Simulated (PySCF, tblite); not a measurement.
# C7H10N radical: geometry, infrared bands and EPR parameters

What infrared bands and EPR parameters should C7H10N radical (`C=N[C]1CC[C@@H]2C[C@H]12`) show?

Programs: tblite 0.8.0 and PySCF 2.14.0, with density-fitted response routines of our own. Each step states its level of theory. These are calculated values for one molecule in the gas phase, unless marked as measured. Atoms count from 0, in the outputs and in this text.

## (1) Starting geometry

18 atoms, charge 0, multiplicity 2; geometry from: force field or distance geometry start.

Bonds of the start (Å): C0–N1 1.28, N1–C2 1.41, C2–C3 1.52, C3–C4 1.53, C4–C5 1.51, C5–C6 1.50, C6–C7 1.51, C7–C2 1.51, C7–C5 1.54, C0–H8 1.08, C0–H9 1.07, C3–H10 1.09, C3–H11 1.13, C4–H12 1.11, C4–H13 1.08, C5–H14 1.10, C6–H15 1.11, C6–H16 1.11, C7–H17 1.09.

## (2) Geometry optimisation with GFN2-xTB

The job: settings as JSON, then the geometry in Å.

```
{"job": {"kind": "relax", "xc": "GFN2-xTB", "basis": "xTB"}, "charge": 0, "multiplicity": 2}
C      2.860500    -0.127900    -0.366900
N      1.878500    -0.907000    -0.624200
C      0.548800    -0.506600    -0.881100
C     -0.410800    -1.516000    -0.284500
C     -1.712600    -0.727300    -0.420600
C     -1.273600     0.558100     0.237500
C     -0.885200     1.675600    -0.681300
C      0.204600     0.768400    -0.156600
H      2.676300     0.941200    -0.350700
H      3.828900    -0.546800    -0.170500
H     -0.421600    -2.477700    -0.801000
H     -0.118400    -1.586200     0.803000
H     -1.800300    -0.533000    -1.506700
H     -2.569700    -1.204300     0.028500
H     -1.436400     0.719500     1.308800
H     -1.035300     2.682300    -0.245600
H     -1.214700     1.565700    -1.732600
H      0.872400     1.228300     0.568100
```

Launch:

```console
$ OMP_NUM_THREADS=1 python probes_run.py task.json out
```

The driver reads the jobs from task.json and runs them one after another.

Standard output:

```text
step      E/eV     max force
  0    -622.19813    4.713
  1    -622.58958    2.694
  2    -622.85671    1.514
  3    -622.93590    0.830
  4    -622.99196    0.733
  5    -623.08118    0.737
  6    -623.17965    0.791
  7    -623.25100    0.606
  8    -623.30038    0.489
  9    -623.34169    0.447
 10    -623.38075    0.521
 11    -623.42671    0.640
 12    -623.47151    0.601
 13    -623.50800    0.407
 14    -623.53360    0.386
 15    -623.56022    0.398
 16    -623.58954    0.492
 17    -623.61935    0.515
 18    -623.64820    0.378
 19    -623.67161    0.305
 20    -623.69105    0.357
 21    -623.71170    0.362
 22    -623.73105    0.462
 23    -623.74808    0.385
 24    -623.75995    0.225
 25    -623.76808    0.216
 26    -623.77728    0.227
 27    -623.78518    0.218
 28    -623.79127    0.158
 29    -623.79598    0.142
 30    -623.79983    0.165
 31    -623.80298    0.145
 32    -623.80558    0.142
 33    -623.80781    0.143
 34    -623.80983    0.110
 35    -623.81169    0.132
 36    -623.81320    0.104
 37    -623.81444    0.096
 38    -623.81554    0.084
 39    -623.81668    0.077
 40    -623.81795    0.077
 41    -623.81920    0.075
 42    -623.82027    0.070
 43    -623.82114    0.070
 44    -623.82192    0.085
 45    -623.82269    0.074
 46    -623.82345    0.085
 47    -623.82415    0.068
 48    -623.82483    0.064
 49    -623.82554    0.071
 50    -623.82634    0.089
 51    -623.82722    0.101
 52    -623.82809    0.079
 53    -623.82886    0.073
 54    -623.82960    0.067
 55    -623.83043    0.093
 56    -623.83149    0.113
 57    -623.83262    0.097
 58    -623.83361    0.073
 59    -623.83440    0.074
 60    -623.83523    0.065
 61    -623.83616    0.079
 62    -623.83725    0.072
 63    -623.83852    0.081
 64    -623.83990    0.091
 65    -623.84147    0.100
 66    -623.84336    0.134
 67    -623.84553    0.134
 68    -623.84757    0.112
 69    -623.84776    0.181
 70    -623.85043    0.110
 71    -623.85163    0.090
 72    -623.85441    0.073
 73    -623.85597    0.098
 74    -623.85759    0.078
 75    -623.85866    0.075
 76    -623.85994    0.087
 77    -623.86114    0.124
 78    -623.86343    0.128
 79    -623.86591    0.119
 80    -623.86839    0.133
 81    -623.87039    0.109
 82    -623.87201    0.123
 83    -623.87336    0.113
 84    -623.87491    0.079
 85    -623.87621    0.067
 86    -623.87761    0.071
 87    -623.87839    0.050
 88    -623.87889    0.045
 89    -623.87944    0.058
 90    -623.87997    0.058
 91    -623.88052    0.058
 92    -623.88105    0.045
 93    -623.88158    0.052
 94    -623.88207    0.050
 95    -623.88247    0.052
 96    -623.88277    0.052
 97    -623.88311    0.047
 98    -623.88357    0.064
 99    -623.88408    0.058
100    -623.88449    0.039
101    -623.88476    0.042
102    -623.88494    0.039
103    -623.88511    0.035
104    -623.88525    0.029
105    -623.88534    0.028
106    -623.88540    0.019
107    -623.88544    0.015
108    -623.88547    0.011
109    -623.88550    0.011
110    -623.88551    0.009
```

It took 0.59 s on 1 thread of Arm Neoverse V2, shared host.

The steps of the relaxation: (not every step is listed)

```csv
step,energy from step 0 (eV),largest force (eV/Å)
0,0.0000,4.7128
1,-0.3914,2.6937
2,-0.6586,1.5138
3,-0.7378,0.8300
4,-0.7938,0.7334
5,-0.8831,0.7366
6,-0.9815,0.7907
7,-1.0529,0.6065
8,-1.1023,0.4895
17,-1.4212,0.5148
26,-1.5792,0.2267
35,-1.6136,0.1323
44,-1.6238,0.0854
53,-1.6307,0.0726
62,-1.6391,0.0724
71,-1.6535,0.0896
80,-1.6703,0.1330
89,-1.6813,0.0578
98,-1.6854,0.0643
105,-1.6872,0.0280
106,-1.6873,0.0194
107,-1.6873,0.0153
108,-1.6873,0.0114
109,-1.6874,0.0114
110,-1.6874,0.0091
```

Close pairs (by a distance rule), those that changed most:

| bond | before (Å) | after (Å) | change (Å) |
| --- | --- | --- | --- |
| N1–C2 | 1.412 | 1.300 | -0.112 |
| C3–H11 | 1.128 | 1.090 | -0.039 |
| C2–C7 | 1.506 | 1.470 | -0.036 |
| C5–C7 | 1.544 | 1.509 | -0.035 |
| C6–H16 | 1.107 | 1.079 | -0.028 |
| C6–H15 | 1.107 | 1.080 | -0.027 |
| C0–N1 | 1.280 | 1.297 | +0.017 |
| C4–H12 | 1.107 | 1.091 | -0.016 |

The final coordinates are the input of the step that follows.

## (3) Infrared spectrum with GFN2-xTB

The job: settings as JSON, then the geometry in Å.

```
{"job": {"kind": "ir", "xc": "GFN2-xTB", "basis": "xTB"}, "charge": 0, "multiplicity": 2}
C      2.991744    -0.139475    -0.200779
N      1.912765    -0.857627    -0.231997
C      0.679897    -0.450157    -0.303536
C     -0.442747    -1.378331    -0.668740
C     -1.705615    -0.772713    -0.033517
C     -1.363181     0.677977     0.245701
C     -0.837655     1.475298    -0.899431
C      0.127864     0.854085     0.092009
H      3.032630     0.905836    -0.493410
H      3.909189    -0.631001     0.072792
H     -0.539807    -1.436275    -1.757400
H     -0.237493    -2.388344    -0.314664
H     -2.574765    -0.865366    -0.686477
H     -1.934413    -1.277356     0.906589
H     -1.910829     1.180470     1.029903
H     -0.947338     2.549158    -0.866057
H     -0.886379     1.059872    -1.893945
H      0.717376     1.500267     0.726542
```

Standard output:

```text
mode    cm-1     km/mol
  1      88.0      0.14
  2     181.0      3.13
  3     210.9      0.24
  4     260.9      4.71
  5     345.5      3.13
  6     399.9     11.84
  7     467.9      0.24
  8     558.6      1.50
  9     601.7      3.80
 10     626.6      2.00
 11     748.8     19.98
 12     786.3      2.36
 13     824.7      3.73
 14     863.2      4.20
 15     881.7      2.40
 16     933.6      6.20
 17     976.3      3.85
 18    1002.4      5.16
 19    1025.9      5.30
 20    1037.0      2.07
 21    1050.3      9.61
 22    1059.8      0.07
 23    1096.7      4.73
 24    1101.8      1.56
 25    1139.0      7.28
 26    1172.3     14.77
 27    1194.0      2.14
 28    1217.0     31.10
 29    1251.7      8.41
 30    1269.2      8.47
 31    1304.6      3.29
 32    1353.9     51.55
 33    1376.4      5.76
 34    1456.3      7.08
 35    1460.4     28.90
 36    1465.1      5.27
 37    1490.6      2.61
 38    1552.8      6.16
 39    2926.8     19.31
 40    2966.6     63.36
 41    2976.6     45.87
 42    2991.4     32.13
 43    3002.1     36.65
 44    3066.0     25.19
 45    3070.9     29.22
 46    3085.0     32.85
 47    3102.7     42.85
 48    3108.8     21.36
```

Wall time 0.47 s (1 thread of Arm Neoverse V2, shared host).

The strongest bands and the atoms that carry them (share of the mass-weighted mode):

| cm⁻¹ | km/mol | atoms |
| --- | --- | --- |
| 1217 | 31.1 | C2 38 %, H17 13 %, H14 11 % |
| 1354 | 51.5 | H8 22 %, H9 19 %, C2 13 %, N1 11 % |
| 2967 | 63.4 | H8 93 % |
| 2977 | 45.9 | H12 49 %, H13 39 % |
| 2991 | 32.1 | H13 42 %, H12 41 %, H11 12 % |
| 3002 | 36.6 | H11 77 %, H13 11 % |
| 3085 | 32.9 | H15 69 %, H16 21 % |
| 3103 | 42.9 | H16 71 %, H15 13 % |

## (4) g tensor and hyperfine couplings: B3LYP/pcH-1

Settings changed since step 3:

```diff
@@ -1,2 +1,2 @@
-{"job": {"kind": "ir", "xc": "GFN2-xTB", "basis": "xTB"}, "charge": 0, "multiplicity": 2}
+{"job": {"kind": "epr", "basis": "pcH-1"}, "charge": 0, "multiplicity": 2}
 C      2.991744    -0.139475    -0.200779
```

With the program's defaults for keys left out, this is: UKS B3LYP, pcH-1 on C H N, non-relativistic, mean-field spin-orbit, GIAO.

Standard output:

```text
UKS, coarse grid
  cycle   1  E = -327.39373911  |g| = 3.19e-01
  cycle   2  E = -327.37199702  |g| = 3.99e-01
  cycle   3  E = -327.44714217  |g| = 6.26e-02
  cycle   4  E = -327.44816722  |g| = 4.03e-02
  cycle   5  E = -327.44889425  |g| = 9.19e-03
  cycle   6  E = -327.44895391  |g| = 4.18e-03
  cycle   7  E = -327.44897261  |g| = 2.20e-03
  cycle   8  E = -327.44897735  |g| = 1.06e-03
  cycle   9  E = -327.44897841  |g| = 4.20e-04
UKS, final grid
  cycle   1  E = -327.44893351  |g| = 7.37e-04
  cycle   2  E = -327.44893283  |g| = 1.39e-03
  cycle   3  E = -327.44893379  |g| = 6.23e-05
  cycle   4  E = -327.44893379  |g| = 2.29e-05
E = -327.44893379 Eh   <S^2> = 0.7670 (exact 0.7500)
g shifts (ppm)      1          2          3
  rmc          -148       -148       -148
  gc             33         29         -2
  oz_so         -13        228        333
  total        -128        109        184
hyperfine (MHz)  atom isotope    a_iso     a_fc   dipolar eigenvalues
    0   13C      62.16      62.16    -49.66    -47.54     97.20
    1   14N      -0.31      -0.31    -14.80      3.15     11.65
    2   13C      55.16      55.16    -44.91    -43.18     88.10
    3   13C      -9.52      -9.52     -1.16     -0.05      1.20
    4   13C       3.18       3.18     -1.32     -0.28      1.59
    5   13C      10.74      10.74     -3.03     -2.59      5.62
    6   13C      33.70      33.70     -5.28     -5.17     10.45
    7   13C     -19.58     -19.58     -2.38     -0.71      3.09
    8    1H     -36.37     -36.37    -20.86     -1.37     22.23
    9    1H     -38.97     -38.97    -23.54     -1.40     24.94
   10    1H      62.13      62.13     -3.21     -2.49      5.70
   11    1H      29.21      29.21     -3.02     -2.20      5.22
   12    1H      -1.48      -1.48     -1.39     -0.98      2.37
   13    1H      -0.96      -0.96     -1.58     -1.21      2.79
   14    1H      -1.20      -1.20     -1.94     -1.19      3.13
   15    1H       8.41       8.41     -3.13     -0.82      3.95
   16    1H      -3.55      -3.55     -3.67     -0.62      4.29
   17    1H       3.84       3.84     -3.45     -0.64      4.08
```

It took 87 s on 1 thread of Arm Neoverse V2, shared host; peak memory 0.96 GiB.

Principal g values 2.00219, 2.00243, 2.00250; g(iso) = 2.00237, against 2.00232 for a free electron.

Hyperfine couplings, nucleus by nucleus at this fixed geometry (no averaging over rotations):

```csv
nuclei,isotope,a(iso) (MHz),"a(iso) (G, at g = 2.0023)",largest dipolar term (MHz)
C0,13C,62.2,22.2,97.2
H10,1H,62.1,22.2,5.7
C2,13C,55.2,19.7,88.1
H9,1H,-39.0,-13.9,24.9
H8,1H,-36.4,-13.0,22.2
C6,13C,33.7,12.0,10.5
H11,1H,29.2,10.4,5.2
C7,13C,-19.6,-7.0,3.1
C5,13C,10.7,3.8,5.6
C3,13C,-9.5,-3.4,1.2
H15,1H,8.4,3.0,4.0
H17,1H,3.8,1.4,4.1
H16,1H,-3.5,-1.3,4.3
C4,13C,3.2,1.1,1.6
```

Mulliken spin populations:

C0 0.62; N1 -0.11; C2 0.50; C3 -0.04; C4 0.01; C5 0.02; C6 0.05; C7 -0.04; H8 -0.02; H9 -0.03; H10 0.02; H11 0.02; H12 0.00; H13 0.00; H14 0.00; H15 0.01; H16 0.00; H17 0.01

In first order the couplings over 0.8 MHz of 1H give 1008 distinct lines over 66.4 G.

The fields below are evaluated on a grid from the run's orbitals.

ELF in a plane through or near 7 of the atoms.

Ten even steps from '0' (0.00) to '9' (1.00):
```
0000000000000000000000000000
0000000000000000000000000000
0000000000000000000000000000
0000000000000038950000000000
0000000000000079982000000000
0000000100000069971000000000
0000028980012466752000000000
0000049995025784785100000000
0000029995025675885100000000
0000235663148821352000000000
0004898277762421456884000000
0005998474364957859998200000
0001672179834742859997100000
0000000079801776413662000000
0000000035204999300000000000
0000000000005999300000000000
0000000000001674100000000000
0000000000000000000000000000
0000000000000000000000000000
0000000000000000000000000000
```
The map spans 13.1 Å across and 10.2 Å up, centred on the molecule. Atoms in the plane (x, y in Å): C0 (-3.0, -0.1), N1 (-1.9, -0.8), C2 (-0.7, -0.4), C4 (1.7, -0.8), C7 (-0.1, 0.9), H9 (-3.9, -0.5), H11 (0.2, -2.4).

On the surface of density 0.002 e/bohr³ the electrostatic potential runs, from the 1st to the 99th percentile, from -1.57 V near N1 to 0.83 V near H15.

The spin density lies nearest to C0, C2 about 32 % each; N1 11 % (both signs); H9 7 %.

## (5) Summary of results

```
                                                                  quantity                 value
                                 strongest single infrared mode (GFN2-xTB)  2967 cm⁻¹, 63 km/mol
                                              zero-point energy (GFN2-xTB)         94.5 kcal/mol
                                                            g(iso) (B3LYP)               2.00237
                                                                      ⟨S²⟩    0.767 (exact 0.75)
                                                            largest a(iso)   13C on C0, 62.2 MHz
potential on the surface of density 0.002 e/bohr³, 1st and 99th percentile    -1.57 V and 0.83 V
```

In words: Over 110 steps the energy fell by 1.687 eV; of the close pairs, N1–C2 changed most, 1.412 to 1.300 Å. No mode is imaginary among the 48: a minimum at this level. The strongest single mode, at 2967 cm⁻¹, moves mainly H8. Unscaled tight-binding wavenumbers are off by several per cent, some by more. Its intensities can rank the bands wrongly. The largest spin populations lie on C0 (0.62 e), C2 (0.50 e). The isotropic g lies 0.1 ppt above the free-electron value. The conformer search found further structures of the same energy, which may be mirror or relabelled copies of this one.
